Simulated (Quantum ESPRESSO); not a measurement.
The system is Sb2Se5.

```
Sb Se
1.0
     5.12413    0.00000    0.00000
    -2.56206    4.43762    0.00000
     0.00000    0.00000    9.11011
Sb Se
2 5
Direct
  0.00000 0.00000 0.70675
  0.00000 0.00000 0.29325
  0.50000 0.00000 0.00000
  0.00000 0.50000 0.00000
  0.50000 0.50000 0.00000
  0.00000 0.00000 0.50000
  0.00000 0.00000 0.00000
```

The cell was built by a generator and needn't be a form met in nature.

Base run:

| Item | Value |
| --- | --- |
| Program | Quantum ESPRESSO 7.5 |
| Functional | PBE |
| Potentials or basis | SSSP 1.3 efficiency PBE |
| Cutoff | 748 eV |
| Density cutoff | 5987 eV |
| k mesh | 6 × 6 × 3 |
| Occupations | fermi-dirac, width 0.05 eV |
| Spin | no spin polarisation |

Its results: band gap on the k mesh none (metal or under the smearing width); pressure 37.9 GPa; largest force 23.451 eV/Å.

Problem. The run is repeated on the same cell with these changes: potentials or basis from SSSP 1.3 efficiency PBE to GBRV 1.5 LDA; cutoff from 748 eV to 612 eV; density cutoff from 5987 eV to 4898 eV; occupations from fermi-dirac, width 0.05 eV to cold, width 0.2 eV. What comes out?

Solution. Band gap on the k mesh none (metal or under the smearing width); pressure 37.4 GPa; largest force 23.308 eV/Å.

Caveats: a pressure of tens of GPa on the cell as given is suspect, and the run, the potentials or the cell itself is likely at fault; forces of over 1 eV/Å show positions far from the minimum, so gaps and moduli don't describe the material at rest (some runs); the potentials were made for another functional, which shifts forces and pressure (some runs).
